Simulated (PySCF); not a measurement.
**TPSS/6-311+G(d,p) run of BCl2F (dichlorofluoroborane)**

Aim: the vertical singlet–triplet gap of BCl2F (dichlorofluoroborane) at TPSS/6-311+G**, from 2 runs. The job is set up through a Python script.

The calculation is run with PySCF 2.14.0.

2 further runs of the same task are left out: 2 set aside as unsound or not needed.

### 1 The system as given

The species is BCl2F (4 atoms), meant as a singlet with charge 0. As SMILES, `FB(Cl)Cl`. The shape is that of a PBE0-D4/def2-TZVP optimisation.

Bond lengths: F1–B2 1.310 Å, B2–Cl3 1.739 Å, B2–Cl4 1.739 Å. Angles: F1–B2–Cl3 119.3°, F1–B2–Cl4 119.3°, Cl3–B2–Cl4 121.5°.

### 2 The energy at TPSS/6-311+G(d,p)

Contents of job.py:

```python
from pyscf import gto, dft

mol = gto.M(
    atom='''
F      0.216128    -2.202136    -1.476235
B      0.014948    -0.152331    -0.102121
Cl    -2.928206     0.706342     1.079827
Cl     2.697131     1.648106     0.498529
''',
    basis='6-311+g**',
    spin=0,
    unit='bohr',
    verbose=3,
    max_memory=1860,
)

mf = dft.RKS(mol)
mf.xc = 'tpss'
mf.conv_tol = 1e-10
mf.grids.level = 5
mf.kernel()
if not mf.converged:
    mf = mf.newton().run(mf.mo_coeff, mf.mo_occ)

e_final = mf.e_tot
print('E = %.10f Eh' % e_final)
```

Run with:

```
$ OMP_NUM_THREADS=1 python job.py
```

Standard output:

```text
converged SCF energy = -1045.34417162759
E = -1045.3441716276 Eh
```

Run time: 27 s. Hardware: 1 thread of Arm Neoverse V2, shared host; peak memory 0.59 GiB.

### 3 The triplet, same level

Contents of input.py:

```python
from pyscf import gto, dft

mol = gto.Mole()
mol.atom = '''
F      0.216128    -2.202136    -1.476235
B      0.014948    -0.152331    -0.102121
Cl    -2.928206     0.706342     1.079827
Cl     2.697131     1.648106     0.498529
'''
mol.unit = 'bohr'
mol.verbose = 3
mol.spin = 2
mol.basis = '6-311+g**'
mol.charge = 0
mol.max_memory = 1860
mol.build()

mf = dft.UKS(mol)
mf.xc = 'tpss'
mf.conv_tol = 1e-10
mf.grids.level = 5
mf.kernel()
if not mf.converged:
    mf = mf.newton().run(mf.mo_coeff, mf.mo_occ)

e_tot = mf.e_tot
print('Final energy', e_tot)
```

Run with:

```
$ OMP_NUM_THREADS=1 python input.py
```

Standard output:

```text
WARN: HOMO -0.0780254304247691 >= LUMO -0.335851937612867

WARN: HOMO -0.0219087240552495 >= LUMO -0.196894377946439

WARN: HOMO -0.0837695166337894 >= LUMO -0.311952441515722

WARN: HOMO -0.0702810003901541 >= LUMO -0.318045947728514

WARN: HOMO -0.0721343917455482 >= LUMO -0.308410254752999

WARN: HOMO -0.073701073434657 >= LUMO -0.310000590155157

WARN: HOMO -0.0735933510554773 >= LUMO -0.309705066429752

WARN: HOMO -0.0735692442858912 >= LUMO -0.309695466765454

WARN: HOMO -0.0734787254604883 >= LUMO -0.309673718909407

WARN: HOMO -0.0734917767740348 >= LUMO -0.309670602053098

WARN: HOMO -0.0734814694241304 >= LUMO -0.309668846537075

WARN: HOMO -0.0734892605662519 >= LUMO -0.309673081036653

WARN: HOMO -0.0734882915242157 >= LUMO -0.309672116997577

WARN: HOMO -0.0734879630717381 >= LUMO -0.309672727119397

converged SCF energy = -1045.11439651822  <S^2> = 2.0049382  2S+1 = 3.0032904
Final energy -1045.1143965182214
```

Wall time 66 s (1 thread of Arm Neoverse V2, shared host); peak memory 0.6 GiB.

### 4 What came out

At TPSS/6-311+G**:

| quantity | value |
| --- | --- |
| singlet: total energy | -1045.34417 Eh |
| singlet: dipole moment | 0.22 D |
| singlet: HOMO energy | -8.15 eV |
| singlet: LUMO energy | -1.95 eV |
| singlet: HOMO–LUMO gap | 6.20 eV |
| triplet: total energy | -1045.11440 Eh |
| triplet: dipole moment | 1.49 D |
| triplet: HOMO energy (highest over α and β) | -2.00 eV |
| triplet: ⟨S²⟩ | 2.005 |
| vertical energy of the triplet above the singlet | 6.252 eV |

In words: At this shape the triplet lies 6.25 eV (603 kJ/mol) above the singlet. Mulliken charges (singlet) run from -0.18 on B2 to +0.17 on F1; in a basis this large or diffuse they mean little. Mulliken charges (triplet) run from -0.51 on B2 to +0.19 on Cl3; in a basis this large or diffuse they mean little.
